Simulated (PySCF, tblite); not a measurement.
# C₁₂H₁₀Se: NMR shieldings, part 3 of 3

tblite 0.8.0 and PySCF 2.14.0. Atoms count from 0.

## 7. NMR shieldings: BHandHLYP/pcSseg-1 Se:us-x2c-TZVPall-2c (BHandHLYP), spin–orbit

Job settings and geometry (Å):

```
{"job": {"kind": "hnmr", "xc": "BHandHLYP", "basis": {"default": "pcSseg-1", "Se": "us-x2c-TZVPall-2c"}, "rel": "so"}, "charge": 0, "multiplicity": 1}
C     -3.631336     0.351175    -0.885130
C     -2.364899     0.887488    -1.041822
C     -1.280486     0.331707    -0.386256
C     -1.467454    -0.776595     0.425424
Se    -0.034107    -1.606703     1.402665
C      1.470217    -0.576922     0.754891
C      2.096752     0.320822     1.605053
C      3.177747     1.054977     1.148691
C      3.630238     0.889993    -0.149609
C      3.006047    -0.015211    -0.993118
C      1.928339    -0.756151    -0.542299
C     -2.737473    -1.319774     0.584980
C     -3.814332    -0.753382    -0.068521
H     -4.474077     0.792576    -1.395540
H     -2.216316     1.749109    -1.676420
H     -0.296335     0.761754    -0.506857
H      1.735164     0.443321     2.615864
H      3.665191     1.758302     1.808089
H      4.472444     1.465340    -0.504945
H      3.363851    -0.149362    -2.003527
H      1.437952    -1.467422    -1.191989
H     -2.871802    -2.182233     1.224162
H     -4.800076    -1.175825     0.059230
```

With the program's defaults for keys left out, this is: BHandHLYP/pcSseg-1 Se:us-x2c-TZVPall-2c GIAO NMR shielding, X2C with spin-orbit coupling, screened-nuclear two-electron part, Gaussian nuclei, gas phase.

Output:

```text
spin-free SCF
coarse grid: 94216 points
cycle   1  E = -2892.9301612107  dE =  2.926e+00  |g| = 4.017e-01  |ddm| = 4.961e+00
cycle   2  E = -2892.9677497305  dE = -3.759e-02  |g| = 2.431e-01  |ddm| = 1.034e+00
cycle   3  E = -2892.9786362502  dE = -1.089e-02  |g| = 1.117e-01  |ddm| = 2.764e-01
cycle   4  E = -2892.9816196232  dE = -2.983e-03  |g| = 4.465e-02  |ddm| = 1.731e-01
cycle   5  E = -2892.9821710290  dE = -5.514e-04  |g| = 6.425e-03  |ddm| = 5.406e-02
cycle   6  E = -2892.9821827082  dE = -1.168e-05  |g| = 2.257e-03  |ddm| = 9.441e-03
cycle   7  E = -2892.9821838554  dE = -1.147e-06  |g| = 8.440e-04  |ddm| = 2.863e-03
final grid: 201296 points
cycle   8  E = -2892.9821879232  dE = -6.291e-08  |g| = 8.373e-04  |ddm| = 2.335e-03
cycle   9  E = -2892.9821878240  dE =  9.921e-08  |g| = 1.009e-03  |ddm| = 1.659e-03
cycle  10  E = -2892.9821880775  dE = -2.535e-07  |g| = 1.003e-04  |ddm| = 9.914e-04
cycle  11  E = -2892.9821880796  dE = -2.169e-09  |g| = 2.282e-05  |ddm| = 9.638e-05
converged SCF energy = -2892.9821880796
two-component SCF
cycle   1  E = -2892.9279145851  dE = -2.893e+03  |FDS-SDF| = 8.046e+00
cycle   2  E = -2893.0442427341  dE = -1.163e-01  |FDS-SDF| = 1.668e-01
cycle   3  E = -2893.0445160263  dE = -2.733e-04  |FDS-SDF| = 7.233e-03
cycle   4  E = -2893.0445440293  dE = -2.800e-05  |FDS-SDF| = 2.538e-03
cycle   5  E = -2893.0445533364  dE = -9.307e-06  |FDS-SDF| = 1.188e-03
cycle   6  E = -2893.0445549589  dE = -1.622e-06  |FDS-SDF| = 5.196e-04
cycle   7  E = -2893.0445552956  dE = -3.367e-07  |FDS-SDF| = 1.217e-04
cycle   8  E = -2893.0445553198  dE = -2.425e-08  |FDS-SDF| = 6.019e-05
converged, E = -2893.0445553198

Field gradients (au) and densities at the nuclei (bohr^-3)
atom        Vxx        Vyy        Vzz        centre      nuclear mean
  0 C     -0.1327    -0.1983     0.3309        114.661        114.661
  1 C     -0.1470    -0.2209     0.3679        114.675        114.675
  2 C     -0.1369    -0.1798     0.3167        114.663        114.663
  3 C      0.0890     0.2448    -0.3338        114.666        114.666
  4 Se     1.4437     5.2105    -6.6542      35287.104      35263.322
  5 C      0.1068     0.2083    -0.3151        114.660        114.660
  6 C     -0.1621    -0.2099     0.3720        114.693        114.693
  7 C     -0.1481    -0.2111     0.3592        114.674        114.674
  8 C     -0.1548    -0.2198     0.3746        114.674        114.674
  9 C     -0.1483    -0.2109     0.3592        114.674        114.674
 10 C     -0.1601    -0.2070     0.3671        114.695        114.695
 11 C     -0.1179    -0.1776     0.2955        114.658        114.658
 12 C     -0.1470    -0.2175     0.3645        114.673        114.673
 13 H     -0.1516    -0.1749     0.3265          0.394          0.394
 14 H     -0.1518    -0.1724     0.3241          0.394          0.394
 15 H     -0.1455    -0.1713     0.3168          0.392          0.392
 16 H     -0.1502    -0.1695     0.3197          0.392          0.392
 17 H     -0.1511    -0.1725     0.3236          0.393          0.393
 18 H     -0.1518    -0.1723     0.3241          0.393          0.393
 19 H     -0.1513    -0.1725     0.3238          0.393          0.393
 20 H     -0.1496    -0.1690     0.3186          0.391          0.391
 21 H     -0.1454    -0.1741     0.3195          0.394          0.394
 22 H     -0.1520    -0.1728     0.3248          0.394          0.394
without picture change
  4 Se                          -6.8692                     53146.877

Core orbital energies (eV)
atom   shell        mean    spread
  4 Se 1s       -12615.731   0.000
  4 Se 2s        -1651.193   0.000
  4 Se 3s         -231.363   0.000
  4 Se 4s          -22.414   0.000
  4 Se 2p1/2     -1478.308   0.000
  4 Se 2p3/2     -1436.451   0.048
  4 Se 3p1/2      -171.410   0.000
  4 Se 3p3/2      -165.326   0.172
  4 Se 3d3/2       -61.859   0.239
  4 Se 3d5/2       -60.955   0.308

Shielding tensors (ppm)
atom      isotropic    diamagn.    paramagn.     s11        s22        s33       span
  0 C        54.75      254.39     -199.64     -57.34      42.99     178.60     235.93
  1 C        49.45      253.50     -204.05     -68.28      40.64     175.99     244.27
  2 C        52.58      254.11     -201.52     -60.01      41.80     175.96     235.97
  3 C        39.85      254.36     -214.50     -62.05      27.15     154.46     216.52
  4 Se     1618.79     2880.85    -1262.06    1175.91    1629.03    2051.43     875.52
  5 C        49.95      255.56     -205.61     -61.48      30.57     180.76     242.24
  6 C        39.65      250.91     -211.26     -72.94      37.43     154.46     227.40
  7 C        49.54      254.83     -205.29     -66.15      38.48     176.30     242.45
  8 C        48.87      254.22     -205.35     -67.22      33.50     180.33     247.55
  9 C        49.67      254.46     -204.79     -66.08      38.59     176.50     242.58
 10 C        37.86      250.90     -213.04     -74.99      31.65     156.93     231.92
 11 C        52.81      250.96     -198.15     -59.86      49.46     168.83     228.69
 12 C        50.42      254.75     -204.34     -65.38      39.86     176.77     242.15
 13 H        24.60       28.61       -4.01      21.02      25.98      26.79       5.77
 14 H        24.61       32.32       -7.71      20.51      24.62      28.69       8.18
 15 H        25.12       36.29      -11.17      18.25      22.81      34.31      16.06
 16 H        23.70       33.06       -9.36      18.56      22.36      30.17      11.62
 17 H        24.14       28.96       -4.82      20.60      24.78      27.05       6.46
 18 H        24.10       28.26       -4.16      20.75      25.09      26.46       5.70
 19 H        24.15       30.31       -6.16      20.75      24.40      27.29       6.55
 20 H        23.76       33.35       -9.59      19.13      21.32      30.83      11.70
 21 H        24.31       31.87       -7.56      19.49      22.78      30.65      11.16
 22 H        24.41       27.67       -3.26      20.78      25.34      27.09       6.31
```

Run time: 12 min. Hardware: 1 thread of Arm Neoverse V2, shared host; peak memory 2.5 GiB.

From this job:

```
                       quantity       value
energy from spin-orbit coupling  -0.0624 Eh
```

## 8. Shieldings side by side

```
                                                                    run     Se4    C3    C5   C10    C8   C12    C0     time
          step 4, PBE0/pcSseg-1 Se:us-x2c-TZVPall-2c (PBE0), spin–orbit  1580.6  41.8  52.0  41.1  51.9  53.3  57.6   11 min
            step 5, KT2/pcSseg-1 Se:us-x2c-TZVPall-2c (KT2), spin–orbit  1545.9  49.4  59.8  50.4  61.5  62.6  67.0  4.2 min
        step 6, B3LYP/pcSseg-1 Se:us-x2c-TZVPall-2c (B3LYP), spin–orbit  1494.8  34.0  44.4  35.4  46.6  47.9  52.3   10 min
step 7, BHandHLYP/pcSseg-1 Se:us-x2c-TZVPall-2c (BHandHLYP), spin–orbit  1618.8  39.9  50.0  37.9  48.9  50.4  54.7   12 min
```

## 9. Summary of results

This closing draws on all 3 parts.

```
                                                                                                 quantity                                                                                                                          value
                                                                strongest single infrared mode (GFN2-xTB)                                                                                                           3084 cm⁻¹, 64 km/mol
                                                                             zero-point energy (GFN2-xTB)                                                                                                                 109.7 kcal/mol
          energy from spin-orbit coupling (step 4, PBE0/pcSseg-1 Se:us-x2c-TZVPall-2c (PBE0), spin–orbit)                                                                                                                     -0.0625 Eh
                               shieldings (step 4, PBE0/pcSseg-1 Se:us-x2c-TZVPall-2c (PBE0), spin–orbit)  C0 57.6, C1 52.2, C2 55.5, C3 41.8, Se4 1580.6, C5 52.0, C6 42.7, C7 51.6, C8 51.9, C9 51.7, C10 41.1, C11 55.9, C12 53.3 ppm
            energy from spin-orbit coupling (step 5, KT2/pcSseg-1 Se:us-x2c-TZVPall-2c (KT2), spin–orbit)                                                                                                                     -0.0627 Eh
                                 shieldings (step 5, KT2/pcSseg-1 Se:us-x2c-TZVPall-2c (KT2), spin–orbit)  C0 67.0, C1 61.4, C2 64.5, C3 49.4, Se4 1545.9, C5 59.8, C6 52.0, C7 60.3, C8 61.5, C9 60.4, C10 50.4, C11 64.9, C12 62.6 ppm
        energy from spin-orbit coupling (step 6, B3LYP/pcSseg-1 Se:us-x2c-TZVPall-2c (B3LYP), spin–orbit)                                                                                                                     -0.0626 Eh
                             shieldings (step 6, B3LYP/pcSseg-1 Se:us-x2c-TZVPall-2c (B3LYP), spin–orbit)  C0 52.3, C1 46.8, C2 50.1, C3 34.0, Se4 1494.8, C5 44.4, C6 37.3, C7 46.2, C8 46.6, C9 46.3, C10 35.4, C11 50.5, C12 47.9 ppm
energy from spin-orbit coupling (step 7, BHandHLYP/pcSseg-1 Se:us-x2c-TZVPall-2c (BHandHLYP), spin–orbit)                                                                                                                     -0.0624 Eh
                     shieldings (step 7, BHandHLYP/pcSseg-1 Se:us-x2c-TZVPall-2c (BHandHLYP), spin–orbit)  C0 54.7, C1 49.4, C2 52.6, C3 39.9, Se4 1618.8, C5 50.0, C6 39.6, C7 49.5, C8 48.9, C9 49.7, C10 37.9, C11 52.8, C12 50.4 ppm
```

In words: The lowest mode is slightly imaginary (17i cm⁻¹), a soft motion within the noise of the Hessian, so the minimum is not strictly shown. Unscaled tight-binding wavenumbers are off by several per cent, some by more. Its intensities can rank the bands wrongly. In step 4, Se4 has the widest tensor, 817 ppm. Se4 moves most between the runs, by 124 ppm; the labels say what changes from run to run.
